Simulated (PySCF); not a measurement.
# C7H8NP: the cost of one run

Programs: PySCF 2.14.0, with routines of our own; each step states its level. All values are computed. Atoms count from 0.

## Step 1: The starting structure

17 atoms, charge 0, multiplicity 1; geometry from: GFN2-xTB.

## Step 2: Magnetic properties: GIAO B3LYP/pcSseg-1

The job: settings as JSON, then the geometry in Å.

```
{"job": {"kind": "mag", "xc": "B3LYP", "basis": "pcSseg-1", "isotopologues": 0}, "charge": 0, "multiplicity": 1}
N      2.689375     0.366688    -0.946363
P      1.274841     0.086502    -0.374959
C      0.298778    -1.440322    -0.655906
C     -0.959690    -1.350492    -0.257046
C     -1.409630    -0.056100     0.381238
C     -0.524675     0.199926     1.579776
C      0.781097     0.278461     1.380635
C     -1.161908     1.056851    -0.617130
C      0.070973     1.237764    -1.061739
H      3.434672    -0.230533    -0.618881
H      0.741974    -2.302136    -1.130533
H     -1.688600    -2.139810    -0.359114
H     -2.460912    -0.100596     0.667823
H     -1.001526     0.308894     2.541800
H      1.518150     0.463748     2.146679
H     -2.010141     1.651552    -0.918502
H      0.400223     1.981634    -1.767687
```

With the program's defaults for keys left out, this is: GIAO B3LYP/pcSseg-1 magnetisability, rotational g tensor and spin-rotation constants, non-relativistic, gas phase.

Run with:

```sh
OMP_NUM_THREADS=1 python excited_run.py task.json out
```

One launch serves the whole session: the jobs run in the order shown.

**Question.** How long does this first job take on 1 thread of Intel Xeon 6975P-C, shared host, and how much memory does it need?

About 36 s, with a peak of 0.91 GiB.
